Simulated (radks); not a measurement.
**Taking charge from the 3p level of Fe²⁺ in fractions**

The task here is to estimate one member of a computed series from the others.

Program: radks (a radial shooting solver on a logarithmic mesh, Libxc functionals) version 1. Level of theory: scalar-relativistic Kohn-Sham, PBE, spin-polarised, spherical densities, finite nucleus; open shells are filled with parallel spins first. These are calculated values, not measurements, unless marked.

## The atom as given

| Item | Value |
| --- | --- |
| element | iron (Z = 26) |
| charge | +2 |
| electrons | 24 |
| configuration | [Ne] 3s2 3p(up 3, down 3) 3d6 |
| nuclear rms radius | 3.7377 fm |

A shell typed twice in an input gives spin up, then spin down.

Set-up of the first run:

The run's settings:

```text
Z 26
configuration [Ne] 3s2 3p3 3p3 3d6
relativity scalar-relativistic
functional pbe,pbe
spin polarised
nucleus finite rms 3.7377 fm
c 137.035999084
```

Steps of the session up to this table: Start: [Ne] 3s2 3p(up 3, down 3) 3d6.

One table of the session follows, with a row left open; its other results are not shown here.

It belongs to the step «Start: [Ne] 3s2 3p(up 3, down 3) 3d6». Sizes of the orbitals, from the radial functions (bohr):

| level | <r> | outermost maximum (interpolated) | 90 % within | nodes |
| --- | --- | --- | --- | --- |
| 2p up | 0.2357 | 0.180 | 0.386 | 0 |
| 2p down | 0.2353 | 0.180 | 0.385 | 0 |
| 3s up | ? | ? | ? | ? |
| 3s down | 0.8131 | 0.702 | 1.22 | 2 |
| 3p up | 0.8564 | 0.714 | 1.32 | 1 |
| 3p down | 0.8614 | 0.715 | 1.33 | 1 |
| 3d up | 1.064 | 0.709 | 1.83 | 0 |
| 3d down | 1.116 | 0.718 | 1.95 | 0 |

**Question.** Estimate the row for 3s up.

As computed: <r>: 0.8106; outermost maximum (interpolated): 0.701; 90 % within: 1.21; nodes: 2. In the column «<r>» it lies between 2p up (0.2357) and 3s down (0.8131).
